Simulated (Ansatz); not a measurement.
# Zn: a line through an energy map

Aim: follow the energy of Zn (Im-3m, No. 229; 1 atom in the cell) along one coordinate, length along [111] over the lengths across it, with the other held at volume per atom = 14.017 Å³.

Method: DFT LDA, scalar-relativistic, plane waves, PAW, in Ansatz 0.2.0.

23 further runs of the same task are left out: 23 set aside as unsound or not needed.

### Step 1. The system as given

It takes space group Im-3m (No. 229, cubic). Conventional cell: a = 3.011 Å, b = 3.011 Å, c = 3.011 Å, α = 90.00°, β = 90.00°, γ = 90.00°. Zn (site symmetry m-3m) is surrounded by 8 Zn at 2.61 Å.

As a file:

```cif
data_structure
_symmetry_space_group_name_H-M 'P 1'
_symmetry_Int_Tables_number 1
_cell_length_a 2.6078
_cell_length_b 2.6078
_cell_length_c 2.6078
_cell_angle_alpha 109.471
_cell_angle_beta 109.471
_cell_angle_gamma 109.471
_cell_volume 13.65
loop_
_atom_site_label
_atom_site_type_symbol
_atom_site_fract_x
_atom_site_fract_y
_atom_site_fract_z
_atom_site_occupancy
Zn1 Zn 0.00000 0.00000 0.00000 1
```

It goes back to an entry of the Materials Project, which need not be the stable form.

It is the result of an earlier relaxation at this level (volume 13.65 Å³/atom; gap on the mesh: none (metal)).

### Step 2. Plan of the line

The energy is mapped over volume and the cell's shape.

First coordinate, volume per atom: 7 values from 12.561 to 14.745 Å³. Second coordinate, length along [111] over the lengths across it, relative to the cubic cell: 9 values from 0.452 to 2.211.

Nothing else is relaxed (symmetry fixes all fractional coordinates). Energies count from the relaxed crystal. Points are written as (first, second).

### Step 3. Point (14.017 Å³, 0.551)

Contents of input.yaml:

```yaml
crystal:
  lattice:
    - [-2.1290809005, 1.575279083, 1.575279083]
    - [1.575279083, -2.1290809005, 1.575279083]
    - [1.575279083, 1.575279083, -2.1290809005]
  atoms:
    - { symbol: Zn, position: [0.0, 0.0, 0.0] }
basis:
  ecutwfc: 520.0
kpoints:
  mp_grid: { grid: [22, 22, 22] }
hamiltonian:
  xc: lda
  pseudopotentials: { kind: paw }
scf:
  occupations: { method: gaussian, width: 0.15 }
output:
  forces: true
  stress: true
  eigenvalues: true
```

Launch:

```sh
$ ansatz run input.yaml --threads 1 --pin off --max-ram 2048MiB --backend cpu --events-out ev --progress --plain --runs-dir out
```

The session goes on with these runs: the other points of the line.

Before running it: what results should come out? Wanted: for each run, length along [111] over the lengths across it, relative to the cubic cell; energy; slope; pressure.

As calculated:

```
length along [111] over the lengths across it, relative to the cubic cell  step  energy (meV/atom)  slope (meV/atom per unit)  pressure (GPa)
                                                                    0.551     3               3016                     −30129              91
                                                                    0.672     4                832                      −9821              32
                                                                    0.820     5                 85                      −1825               5
                                                                    1.000     –                2.1                          0              −2
                                                                    1.219     6                 22                        326               1
                                                                    1.487     7                141                        473               8
                                                                    1.813     8                250                        174              13
                                                                    2.211     –                249                       −155              13
```

Energies count from the relaxed crystal. Rows without a step come from runs not printed here or follow by symmetry. Slopes come from the forces (and the stress, where the cell changes), not from differences of energies.

**Reading.** The lowest point of the line is at 1.000, 2.1 meV/atom from the zero. The highest point computed, at 0.551, lies 3014 meV/atom above the lowest. This is one cut through a surface in two coordinates; the map's lowest point lies off it.
